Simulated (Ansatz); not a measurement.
# BClH₆O₂Si₂: up Jacob's ladder to CCSD(T)

The task here is to estimate one member of a computed series from the others.

Program: Ansatz 0.2.0, Gaussian basis. Level of theory: functionals in def2-TZVPP, the program's frozen cores in correlated methods. These are calculated values, not measurements.

The runs, in order: LDA (SPW92), PBE-D4, revPBE-D4, BLYP-D4, r2SCAN-D4, B97M-V, PBE0-D4, B3LYP-D4, r2SCANh-D4, r2SCAN0-D4, HSE06-D4, BHLYP-D4, CAM-B3LYP-D4, LC-ωPBE, ωB97X-V, ωB97M-V, B2PLYP, PBE-QIDH; CCSD(T)/def2-SVP; CCSD(T)/def2-TZVPP; MP2/def2-QZVPP; extrapolation to the limit; RPA on PBE.

### The geometry

All runs share one geometry, relaxed beforehand with PBE0-D4 in a triple-zeta def2 set.

12 atoms, charge 0, spin multiplicity 1.

Atoms are counted from 1 here; the program's logs count them from 0.

Bond lengths: Si1–O2 1.659 Å, Si1–H7 1.483 Å, Si1–H8 1.483 Å, Si1–H9 1.480 Å, O2–B3 1.343 Å, B3–Cl4 1.793 Å, B3–O5 1.343 Å, O5–Si6 1.659 Å, Si6–H10 1.483 Å, Si6–H11 1.483 Å, Si6–H12 1.480 Å. Angles: O2–Si1–H7 110.0°, O2–Si1–H8 110.0°, O2–Si1–H9 106.0°, H7–Si1–H8 110.2°, H7–Si1–H9 110.3°, H8–Si1–H9 110.3°, Si1–O2–B3 133.2°, O2–B3–Cl4 119.5°, O2–B3–O5 121.0°, Cl4–B3–O5 119.5°, B3–O5–Si6 133.2°, O5–Si6–H10 110.0°, O5–Si6–H11 110.0°, O5–Si6–H12 106.0°, H10–Si6–H11 110.2°, H10–Si6–H12 110.3°, H11–Si6–H12 110.3°.

Set-up of the first run:

Contents of in.yaml:

```yaml
crystal:
  periodic: [false, false, false]
  atoms:
    - {symbol: Si, position_ang: [-2.231613, -1.295745, 0.964322]}
    - {symbol: O, position_ang: [-1.310523, -0.190062, 0.139505]}
    - {symbol: B, position_ang: [0.014035, -0.011993, 0.008633]}
    - {symbol: Cl, position_ang: [1.141879, -1.128142, 0.844140]}
    - {symbol: O, position_ang: [0.506851, 0.989228, -0.738347]}
    - {symbol: Si, position_ang: [2.048297, 1.480656, -1.104032]}
    - {symbol: H, position_ang: [-1.946103, -2.663495, 0.468311]}
    - {symbol: H, position_ang: [-1.947652, -1.208671, 2.416917]}
    - {symbol: H, position_ang: [-3.641459, -0.935515, 0.694231]}
    - {symbol: H, position_ang: [2.768259, 1.855159, 0.136805]}
    - {symbol: H, position_ang: [2.772568, 0.395229, -1.807958]}
    - {symbol: H, position_ang: [1.902561, 2.658353, -1.988427]}
basis:
  gaussian: {orbitals: def2-TZVPP}
hamiltonian: {xc: lda}
output: {orbitals: {seedname: orbitals}}
```

Started as:

```bash
$ ansatz run in.yaml --threads 4 --pin off --events-out ev --progress --plain --max-ram 11315MiB
```

Among the steps run: LDA; PBE-D4 (GGA); revPBE-D4 (GGA); BLYP-D4 (GGA); r2SCAN-D4 (meta-GGA); B97M-V (meta-GGA); PBE0-D4 (hybrid); B3LYP-D4 (hybrid); r2SCANh-D4 (hybrid); r2SCAN0-D4 (hybrid); HSE06-D4 (hybrid); BHLYP-D4 (hybrid); CAM-B3LYP-D4 (range-separated); LC-ωPBE (range-separated); ωB97X-V (range-separated); ωB97M-V (range-separated); B2PLYP (double hybrid); PBE-QIDH (double hybrid).

One of the session's tables, all rows but one given; the rest of the session is left out.

It belongs to the step «Frontier levels by functional». 

```
  functional  HOMO (eV)  gap (eV)
 LDA (SPW92)      -7.83      6.58
      PBE-D4      -7.66      6.68
   revPBE-D4      -7.59      6.74
     BLYP-D4      -7.51      6.66
   r2SCAN-D4      -8.05      7.51
      B97M-V      -8.22      7.37
     PBE0-D4      -9.17      9.05
    B3LYP-D4      -8.88      8.54
  r2SCANh-D4      -8.60      8.34
  r2SCAN0-D4      -9.43      9.58
    HSE06-D4      -8.76      8.27
    BHLYP-D4          ?         ?
CAM-B3LYP-D4     -10.59     11.41
     LC-ωPBE     -11.95     13.98
     ωB97X-V     -11.62     13.45
     ωB97M-V     -11.46     12.94
```

**Question.** Estimate the row for BHLYP-D4.

Worked estimate for «HOMO (eV)». Against the share of exact exchange, BLYP-D4 (0, -7.51), B3LYP-D4 (0.2, -8.88) give a slope of -6.85 per unit share; at 0.5 the line stands at -10.93.

As computed: HOMO (eV): -10.54; gap (eV): 11.24. In «HOMO (eV)» the line misses by -0.39.
